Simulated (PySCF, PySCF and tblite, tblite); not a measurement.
# C₅H₆N₂S: conformers and averaged spectra, part 2 of 2

PySCF and tblite. Atoms count from 0. Earlier steps stand in the parts before.

## 8. Shieldings, conformer 1: X3LYP/pcSseg-1

Job settings and geometry (Å):

```
{"job": {"xc": "X3LYP", "basis": "pcSseg-1", "kind": "nmr", "pop": false}, "charge": 0, "multiplicity": 1}
C      2.612803    -0.004116    -0.084861
C      1.208152     0.174943     0.365311
C      0.135581    -0.151710    -0.354303
C     -1.220333     0.031360     0.104378
C     -2.390309    -0.304180    -0.630823
N     -3.501639    -0.039863     0.007228
S     -3.130564     0.597730     1.456867
N     -1.524114     0.543971     1.287650
H      3.128368     0.956156    -0.091284
H      2.657247    -0.436594    -1.081529
H      3.146789    -0.654126     0.608184
H      1.064301     0.601135     1.348691
H      0.236231    -0.581075    -1.342415
H     -2.423191    -0.734103    -1.615259
```

Log:

```text
coarse grid: 12904 points
cycle   1  E = -701.4703500906  dE =  1.453e+00  |g| = 4.632e-01  |ddm| = 3.843e+00
cycle   2  E = -701.4368339407  dE =  3.352e-02  |g| = 5.960e-01  |ddm| = 1.132e+00
cycle   3  E = -701.5231068530  dE = -8.627e-02  |g| = 7.713e-02  |ddm| = 6.590e-01
cycle   4  E = -701.5242800001  dE = -1.173e-03  |g| = 3.667e-02  |ddm| = 1.109e-01
cycle   5  E = -701.5245842946  dE = -3.043e-04  |g| = 1.164e-02  |ddm| = 3.880e-02
cycle   6  E = -701.5246055689  dE = -2.127e-05  |g| = 6.378e-03  |ddm| = 1.346e-02
cycle   7  E = -701.5246148755  dE = -9.307e-06  |g| = 1.329e-03  |ddm| = 6.369e-03
final grid: 122008 points
cycle   8  E = -701.5837583305  dE = -2.855e-05  |g| = 5.750e-03  |ddm| = 2.898e-02
cycle   9  E = -701.5837459107  dE =  1.242e-05  |g| = 9.346e-03  |ddm| = 1.358e-02
cycle  10  E = -701.5837649256  dE = -1.901e-05  |g| = 2.551e-03  |ddm| = 1.002e-02
cycle  11  E = -701.5837663817  dE = -1.456e-06  |g| = 3.733e-04  |ddm| = 2.305e-03
cycle  12  E = -701.5837664099  dE = -2.813e-08  |g| = 1.348e-04  |ddm| = 4.551e-04
cycle  13  E = -701.5837664135  dE = -3.631e-09  |g| = 3.458e-05  |ddm| = 1.476e-04
cycle  14  E = -701.5837664138  dE = -2.751e-10  |g| = 1.019e-05  |ddm| = 4.497e-05
converged SCF energy = -701.5837664138

GIAO shielding tensors (ppm)
atom      isotropic    diamagn.    paramagn.     s11        s22        s33       span
  0 C      158.967     246.369     -87.401    144.586    151.691    180.625     36.039
  1 C       35.097     255.544    -220.447    -77.059     23.666    158.684    235.743
  2 C       55.288     253.994    -198.706    -51.593     81.987    135.470    187.062
  3 C       17.541     249.864    -232.323    -44.886     -6.149    103.659    148.545
  4 C       29.298     253.480    -224.182    -48.024     24.025    111.894    159.918
  5 N     -146.899     333.835    -480.734   -425.806   -214.678    199.786    625.592
  6 S      -45.477    1058.523   -1104.000   -217.827     28.483     52.914    270.742
  7 N     -112.858     325.106    -437.963   -374.331   -172.197    207.955    582.286
  8 H       29.545      27.737       1.808     25.929     27.477     35.228      9.298
  9 H       29.803      29.891      -0.088     26.049     29.371     33.990      7.941
 10 H       29.545      27.741       1.804     25.931     27.475     35.228      9.297
 11 H       24.093      33.541      -9.448     20.716     22.634     28.930      8.214
 12 H       25.067      34.010      -8.942     22.610     23.274     29.319      6.709
 13 H       23.623      31.304      -7.681     20.874     23.783     26.211      5.337
```

It took 37 s on 1 thread of Arm Neoverse N1, shared host.

This run: HOMO -6.69 eV, LUMO -1.76 eV; dipole 2.24 D.

## 9. Single-point energy, conformer 1: PBE0/6-311G**

The job, as its differences from that of step 8:

```diff
@@ -1,2 +1,2 @@
-{"job": {"xc": "X3LYP", "basis": "pcSseg-1", "kind": "nmr", "pop": false}, "charge": 0, "multiplicity": 1}
+{"job": {"xc": "PBE0", "basis": "6-311G**", "kind": "sp"}, "charge": 0, "multiplicity": 1}
 C      2.612803    -0.004116    -0.084861
```

Log:

```text
coarse grid: 12904 points
cycle   1  E = -701.3472747177  dE =  1.495e+00  |g| = 4.544e-01  |ddm| = 3.506e+00
cycle   2  E = -701.3265817754  dE =  2.069e-02  |g| = 5.322e-01  |ddm| = 1.014e+00
cycle   3  E = -701.3931516800  dE = -6.657e-02  |g| = 7.615e-02  |ddm| = 5.915e-01
cycle   4  E = -701.3942980492  dE = -1.146e-03  |g| = 4.053e-02  |ddm| = 1.149e-01
cycle   5  E = -701.3946769425  dE = -3.789e-04  |g| = 1.119e-02  |ddm| = 3.913e-02
cycle   6  E = -701.3946977940  dE = -2.085e-05  |g| = 5.370e-03  |ddm| = 1.132e-02
cycle   7  E = -701.3947046607  dE = -6.867e-06  |g| = 1.216e-03  |ddm| = 5.349e-03
final grid: 122008 points
cycle   8  E = -701.3858285186  dE = -2.975e-05  |g| = 1.015e-02  |ddm| = 3.646e-02
cycle   9  E = -701.3857963962  dE =  3.212e-05  |g| = 1.497e-02  |ddm| = 2.272e-02
cycle  10  E = -701.3858492606  dE = -5.286e-05  |g| = 2.657e-03  |ddm| = 1.657e-02
cycle  11  E = -701.3858508714  dE = -1.611e-06  |g| = 6.482e-04  |ddm| = 2.487e-03
cycle  12  E = -701.3858509577  dE = -8.630e-08  |g| = 2.404e-04  |ddm| = 7.745e-04
cycle  13  E = -701.3858509698  dE = -1.209e-08  |g| = 8.056e-05  |ddm| = 2.463e-04
cycle  14  E = -701.3858509710  dE = -1.273e-09  |g| = 2.940e-05  |ddm| = 9.206e-05
cycle  15  E = -701.3858509713  dE = -2.183e-10  |g| = 4.952e-06  |ddm| = 2.967e-05
converged SCF energy = -701.3858509713
```

Wall time 23 s (1 thread of Arm Neoverse N1, shared host).

This run: HOMO -6.82 eV, LUMO -1.60 eV; dipole 2.31 D.

## 10. Shieldings, conformer 2: X3LYP/pcSseg-1

Job settings and geometry (Å):

```
{"job": {"xc": "X3LYP", "basis": "pcSseg-1", "kind": "nmr", "pop": false}, "charge": 0, "multiplicity": 1}
C      2.540396    -0.171375    -0.046712
C      1.065506    -0.339193    -0.141404
C      0.184491     0.574758     0.261807
C     -1.249351     0.435916     0.179944
C     -2.004126    -0.659871    -0.324446
N     -3.297215    -0.475305    -0.259195
S     -3.586384     0.986552     0.395512
N     -2.041421     1.408224     0.607024
H      2.970011    -0.966757     0.562392
H      2.799174     0.789044     0.391281
H      2.990195    -0.242326    -1.037066
H      0.727792    -1.273588    -0.569290
H      0.519816     1.509634     0.689508
H     -1.619563    -1.576186    -0.731521
```

Log:

```text
coarse grid: 12904 points
cycle   1  E = -701.4727257540  dE =  1.450e+00  |g| = 4.519e-01  |ddm| = 3.855e+00
cycle   2  E = -701.4460303658  dE =  2.670e-02  |g| = 5.654e-01  |ddm| = 1.062e+00
cycle   3  E = -701.5225680624  dE = -7.654e-02  |g| = 7.508e-02  |ddm| = 6.091e-01
cycle   4  E = -701.5236251151  dE = -1.057e-03  |g| = 3.968e-02  |ddm| = 1.226e-01
cycle   5  E = -701.5239945150  dE = -3.694e-04  |g| = 1.283e-02  |ddm| = 4.563e-02
cycle   6  E = -701.5240240894  dE = -2.957e-05  |g| = 5.997e-03  |ddm| = 1.511e-02
cycle   7  E = -701.5240325525  dE = -8.463e-06  |g| = 1.388e-03  |ddm| = 6.285e-03
final grid: 122008 points
cycle   8  E = -701.5833875286  dE = -2.749e-05  |g| = 6.084e-03  |ddm| = 2.374e-02
cycle   9  E = -701.5833729806  dE =  1.455e-05  |g| = 9.961e-03  |ddm| = 1.339e-02
cycle  10  E = -701.5833949195  dE = -2.194e-05  |g| = 2.710e-03  |ddm| = 9.879e-03
cycle  11  E = -701.5833966141  dE = -1.695e-06  |g| = 3.642e-04  |ddm| = 2.574e-03
cycle  12  E = -701.5833966426  dE = -2.843e-08  |g| = 1.305e-04  |ddm| = 4.709e-04
cycle  13  E = -701.5833966461  dE = -3.486e-09  |g| = 3.826e-05  |ddm| = 1.393e-04
cycle  14  E = -701.5833966464  dE = -3.263e-10  |g| = 1.094e-05  |ddm| = 4.123e-05
converged SCF energy = -701.5833966464

GIAO shielding tensors (ppm)
atom      isotropic    diamagn.    paramagn.     s11        s22        s33       span
  0 C      158.764     245.831     -87.068    145.978    149.977    180.337     34.359
  1 C       40.319     257.642    -217.323    -71.030     37.113    154.874    225.904
  2 C       49.195     254.116    -204.921    -55.371     71.952    131.006    186.376
  3 C       16.847     251.512    -234.665    -44.466     -7.526    102.532    146.998
  4 C       32.431     252.954    -220.522    -49.160     23.205    123.249    172.409
  5 N     -146.131     332.113    -478.244   -425.914   -213.734    201.255    627.169
  6 S      -37.793    1058.201   -1095.994   -221.954     38.599     69.975    291.929
  7 N     -125.449     323.003    -448.453   -395.873   -174.799    194.325    590.197
  8 H       29.548      27.983       1.565     25.923     27.484     35.236      9.314
  9 H       29.779      29.529       0.250     26.094     29.290     33.952      7.858
 10 H       29.548      27.983       1.565     25.926     27.485     35.234      9.308
 11 H       24.919      35.082     -10.162     21.960     23.541     29.257      7.297
 12 H       24.661      32.893      -8.232     21.637     22.902     29.445      7.808
 13 H       23.102      32.404      -9.303     19.617     22.851     26.837      7.219
```

It took 38 s on 1 thread of Arm Neoverse N1, shared host.

This run: HOMO -6.77 eV, LUMO -1.57 eV; dipole 2.52 D.

## 11. Single-point energy, conformer 2: PBE0/6-311G**

The job, as its differences from that of step 10:

```diff
@@ -1,2 +1,2 @@
-{"job": {"xc": "X3LYP", "basis": "pcSseg-1", "kind": "nmr", "pop": false}, "charge": 0, "multiplicity": 1}
+{"job": {"xc": "PBE0", "basis": "6-311G**", "kind": "sp"}, "charge": 0, "multiplicity": 1}
 C      2.540396    -0.171375    -0.046712
```

Log:

```text
coarse grid: 12904 points
cycle   1  E = -701.3495554411  dE =  1.493e+00  |g| = 4.431e-01  |ddm| = 3.500e+00
cycle   2  E = -701.3343073909  dE =  1.525e-02  |g| = 5.023e-01  |ddm| = 9.325e-01
cycle   3  E = -701.3925635737  dE = -5.826e-02  |g| = 7.503e-02  |ddm| = 5.374e-01
cycle   4  E = -701.3935789491  dE = -1.015e-03  |g| = 4.558e-02  |ddm| = 1.271e-01
cycle   5  E = -701.3940795217  dE = -5.006e-04  |g| = 1.235e-02  |ddm| = 4.624e-02
cycle   6  E = -701.3941063479  dE = -2.683e-05  |g| = 5.278e-03  |ddm| = 1.276e-02
cycle   7  E = -701.3941127239  dE = -6.376e-06  |g| = 1.564e-03  |ddm| = 5.452e-03
final grid: 122008 points
cycle   8  E = -701.3853802189  dE = -2.938e-05  |g| = 1.040e-02  |ddm| = 3.110e-02
cycle   9  E = -701.3853435407  dE =  3.668e-05  |g| = 1.579e-02  |ddm| = 2.223e-02
cycle  10  E = -701.3854013713  dE = -5.783e-05  |g| = 3.286e-03  |ddm| = 1.620e-02
cycle  11  E = -701.3854038077  dE = -2.436e-06  |g| = 6.323e-04  |ddm| = 3.115e-03
cycle  12  E = -701.3854038944  dE = -8.671e-08  |g| = 2.322e-04  |ddm| = 8.171e-04
cycle  13  E = -701.3854039062  dE = -1.173e-08  |g| = 7.216e-05  |ddm| = 2.228e-04
cycle  14  E = -701.3854039071  dE = -9.327e-10  |g| = 3.012e-05  |ddm| = 7.452e-05
converged SCF energy = -701.3854039071
```

Run time: 22 s. Hardware: 1 thread of Arm Neoverse N1, shared host.

This run: HOMO -6.89 eV, LUMO -1.42 eV; dipole 2.61 D.

## 12. Averages: properties at X3LYP/pcSseg-1

Job settings and geometry (Å):

```
{"job": {"study": "conf", "smiles": "C/C=C/c1cnsn1", "search": {"seed": 4460, "n_embed": 60, "ff_keep": 14, "window": 3.0, "nmax": 10, "temps": [200, 250, 298.15, 350, 400], "t_ref": 298.15, "order": 0.001}, "level": {"nmr": {"xc": "X3LYP", "basis": "pcSseg-1"}, "sp": {"xc": "PBE0", "basis": "6-311G**"}, "change": "X3LYP/pcSseg-1; energies PBE0/6-311G**", "top": 4}, "kind": "conf"}, "charge": 0, "multiplicity": 1}
C      2.612803    -0.004116    -0.084861
C      1.208152     0.174943     0.365311
C      0.135581    -0.151710    -0.354303
C     -1.220333     0.031360     0.104378
C     -2.390309    -0.304180    -0.630823
N     -3.501639    -0.039863     0.007228
S     -3.130564     0.597730     1.456867
N     -1.524114     0.543971     1.287650
H      3.128368     0.956156    -0.091284
H      2.657247    -0.436594    -1.081529
H      3.146789    -0.654126     0.608184
H      1.064301     0.601135     1.348691
H      0.236231    -0.581075    -1.342415
H     -2.423191    -0.734103    -1.615259
```

Log:

```text
conformer  sym    E(xTB)   E(DFT)   G(298.15 K)  weight  dipole/D
    1     Cs      0.000    0.000    0.000   0.6148    2.312
    2     Cs      0.287    0.253    0.277   0.3852    2.610

mean shielding (ppm) by class
class atoms           200 K      250 K   298.15 K      350 K      400 K
  0 C  0            158.899    158.893    158.889    158.886    158.884
  1 C  1             36.857     37.008     37.109     37.187     37.243
  2 C  2             53.235     53.058     52.941      52.85     52.784
  3 C  3             17.307     17.287     17.274     17.263     17.256
  4 C  4             30.354     30.445     30.505     30.552     30.586
  5 N  5           -146.641   -146.618   -146.603   -146.592   -146.584
  6 S  6            -42.887    -42.664    -42.517    -42.402    -42.319
  7 N  7           -117.101   -117.467   -117.709   -117.897   -118.033
  8 H  8,9,10        29.629     29.629     29.629     29.629     29.628
  9 H  11            24.372     24.396     24.412     24.424     24.433
 10 H  12            24.931     24.919     24.911     24.905     24.901
 11 H  13            23.447     23.432     23.422     23.414     23.409
```

Wall time 2 min (1 thread of Arm Neoverse N1, shared host). This counts the runs that the step sums up.

Against the first level, at 298 K (shieldings, ppm; largest changes first):

| atoms | WP04/pcSseg-1 in dichloromethane | X3LYP/pcSseg-1 | change |
| --- | --- | --- | --- |
| S6 | -69 | -43 | +26 |
| C4 | 20.2 | 30.5 | +10.3 |
| C1 | 27.6 | 37.1 | +9.5 |
| C3 | 8.1 | 17.3 | +9.2 |
| C0 | 151.7 | 158.9 | +7.2 |
| N5 | -140.9 | -146.6 | -5.7 |
| C2 | 48.1 | 52.9 | +4.8 |
| N7 | -114.8 | -117.7 | -2.9 |
| H11 | 24.78 | 24.41 | -0.37 |
| H12 | 25.18 | 24.91 | -0.26 |

Weights: from PBE0/def2-SVP in dichloromethane energies 1: 54 %, 2: 46 %; from PBE0/6-311G** energies 1: 61 %, 2: 39 % (with a dispersion term where the level has one and the same thermal terms, so they don't follow from the SCF energies alone). Times: 1.9 min and 2 min.

## 13. Summary of results

This closing draws on all 2 parts.

```
                                              quantity                                                value
                                            conformers  2; the first in weight is no. 1 (Cs), 54 % at 298 K
                               root-mean-square dipole                                               3.02 D
averaged ¹³C shifts (WP04/pcSseg-1 in dichloromethane)                 167.7, 155.6, 148.2, 127.7, 24.1 ppm
 averaged ¹H shifts (WP04/pcSseg-1 in dichloromethane)                           8.54, 7.20, 6.80, 2.20 ppm
```

In words: At 298 K conformer 1 holds 54 % of the ensemble (55 % at 200 K, 53 % at 400 K). Among conformers over 5 %, H11 differs by 0.44 ppm, while the average moves by 0.01 ppm from 200 to 400 K. Between WP04/pcSseg-1 in dichloromethane and X3LYP/pcSseg-1, S6 changes most, by 26 ppm of raw shielding; the energies behind both averages, dispersion terms included where typed, rank the same conformer first.
